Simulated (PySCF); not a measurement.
**KRb at other levels of theory**

What do other methods print for KRb?

Program: PySCF 2.14.0. Level of theory: each script names its method and basis. These are calculated values, not measurements.

5 further runs of the same task are left out: 2 for a known fault of the program, 3 that didn't finish.

## 1. Where the work starts

KRb: 2 atoms, charge 0, spin multiplicity 1.

No contacts short enough for the rule that draws bonds.

## 2. The run that the others are compared with

Contents of input.py:

```python
from pyscf import gto, dft

mol = gto.M(
    atom='K 0 0 0; Rb 0 0 4.205',
    basis='lanl2dz',
    ecp={'K': 'lanl2dz', 'Rb': 'lanl2dz'},
    charge=0,
    spin=0,
    verbose=4,
)
mf = dft.RKS(mol, xc='lda,vwn')
mf.kernel()
mf.mulliken_pop()
mf.dip_moment()
print('orbital energies (hartree):', mf.mo_energy[..., max(0, mol.nelec[1]-3):mol.nelec[0]+3].round(4))
```

Run with:

```sh
OMP_NUM_THREADS=1 python input.py
```

Its log is not repeated here.

In short: E(SCF) = -51.787576 Eh, 10 cycles, μ = 0.19 D.

The bond length is a typed value, not an optimised one.

## 3. Frequency run (RHF)

Variant 1 changes step after the SCF: analyze → frequency; SCF type: RKS → RHF; functional: lda,vwn → none (Hartree–Fock).

Contents of input.py:

```python
from pyscf import gto, scf
from pyscf.hessian import thermo

mol = gto.M(
    atom='K 0 0 0; Rb 0 0 4.205',
    basis='lanl2dz',
    ecp={'K': 'lanl2dz', 'Rb': 'lanl2dz'},
    charge=0,
    spin=0,
    verbose=4,
)
mf = scf.RHF(mol)
mf.kernel()
hess = mf.Hessian().kernel()
print('wavenumber (cm^-1) =', thermo.harmonic_analysis(mol, hess)['freq_wavenumber'].round(1))
mf.dip_moment()
print('orbital energies (hartree):', mf.mo_energy[..., max(0, mol.nelec[1]-3):mol.nelec[0]+3].round(4))
```

Run with:

```sh
OMP_NUM_THREADS=1 python input.py
```

## 4. Revtpss

Variant 2 changes functional: lda,vwn → revtpss.

input.py: that of step 2 with these lines changed.

```diff
@@ -10,3 +10,3 @@
 )
-mf = dft.RKS(mol, xc='lda,vwn')
+mf = dft.RKS(mol, xc='revtpss')
 mf.kernel()
```

## 5. M062x

Variant 3 changes functional: lda,vwn → m062x.

input.py: that of step 2 with these lines changed.

```diff
@@ -10,3 +10,3 @@
 )
-mf = dft.RKS(mol, xc='lda,vwn')
+mf = dft.RKS(mol, xc='m062x')
 mf.kernel()
```

What does the calculation give? Wanted: for each run, E(SCF); from base; gap; SCF dipole; after the SCF.

As calculated:

```
                run  E(SCF) (hartree)  from base (eV)  cycles  gap (eV)  SCF dipole (D)         after the SCF
               base        -51.787576               0      10      0.87            0.19                   n/a
frequency run (RHF)        -51.428034  not comparable       8      3.37            0.92  highest mode 76 cm⁻¹
            revtpss        -51.915481  not comparable       9      0.96            0.69                   n/a
              m062x        -51.891529  not comparable       8      2.28            0.61                   n/a
```

The gap between the frontier levels is 0.9 eV with lda,vwn (0 % exact exchange) and 2.3 eV with m062x (54 %): exact exchange opens it. Total energies of different functionals can't be compared with each other; differences within one functional can.
